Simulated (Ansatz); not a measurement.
# ZrOs3: the cost of one run

Computed with Ansatz 0.2.0 (DFT PBE, scalar-relativistic, plane waves, PAW, unless a step's input says otherwise).

1 further run of the same task is left out (it didn't finish).

## Step 1: Starting point

Symmetry: P6_3/mmc, No. 194, hexagonal system. The conventional cell has a = 5.473 Å, b = 5.473 Å, c = 4.393 Å, α = 90.00°, β = 90.00°, γ = 120.00°. Zr (site symmetry -6m2) has 12 Os at 2.70 to 2.74 Å as nearest neighbours. Around Os (site symmetry mm2) lie 4 Zr at 2.70 to 2.74 Å and 8 Os at 2.71 to 2.74 Å.

As a file:

```xyz
8
Lattice="5.4734 0.0000 0.0000 -2.7367 4.7401 0.0000 0.0000 0.0000 4.3932" Properties=species:S:1:pos:R:3 pbc="T T T"
Zr    0.0000    3.1600    1.0983
Zr    2.7367    1.5800    3.2949
Os    2.7367    3.1569    1.0983
Os   -1.3656    3.9485    3.2949
Os    1.3711    0.7916    1.0983
Os    0.0000    1.5832    3.2949
Os    4.1023    0.7916    1.0983
Os    1.3656    3.9485    3.2949
```

This is candidate A: Ni3Sn (D0_19) type (P6_3/mmc, No. 194).

(A quick probe on a coarse mesh, which set the mesh and smearing, is not shown.)

## Step 3: A loose first relaxation (candidate A)

input.yaml reads:

```yaml
crystal:
  lattice:
    - [5.4733639251, 0.0, 0.0]
    - [-2.7366819625, 4.7400722033, 0.0]
    - [0.0, 0.0, 4.3932190479]
  atoms:
    - { symbol: Zr, position: [0.3333333333, 0.6666666667, 0.25] }
    - { symbol: Zr, position: [0.6666666667, 0.3333333333, 0.75] }
    - { symbol: Os, position: [0.833, 0.666, 0.25] }
    - { symbol: Os, position: [0.167, 0.833, 0.75] }
    - { symbol: Os, position: [0.334, 0.167, 0.25] }
    - { symbol: Os, position: [0.167, 0.334, 0.75] }
    - { symbol: Os, position: [0.833, 0.167, 0.25] }
    - { symbol: Os, position: [0.666, 0.833, 0.75] }
basis:
  ecutwfc: 420
kpoints:
  mp_grid: { grid: [6, 6, 4] }
hamiltonian:
  xc: pbe
scf:
  occupations: { method: gaussian, width: 0.1 }
  lower_state_search: "off"
output:
  forces: true
  stress: true
  eigenvalues: true
relax:
  adjacent_minimum: "off"
  f_tol: 0.04
  max_steps: 70
  cell: { stress_tol: 0.4 }
```

Command:

```sh
$ ansatz run input.yaml --threads 1 --pin off --max-ram 2560MiB --backend cpu --events-out ev --progress --plain --runs-dir out
```

What time and memory should one allow on 1 thread of Arm Neoverse V1, shared host?

About 59 s, with a peak of 0.49 GiB.
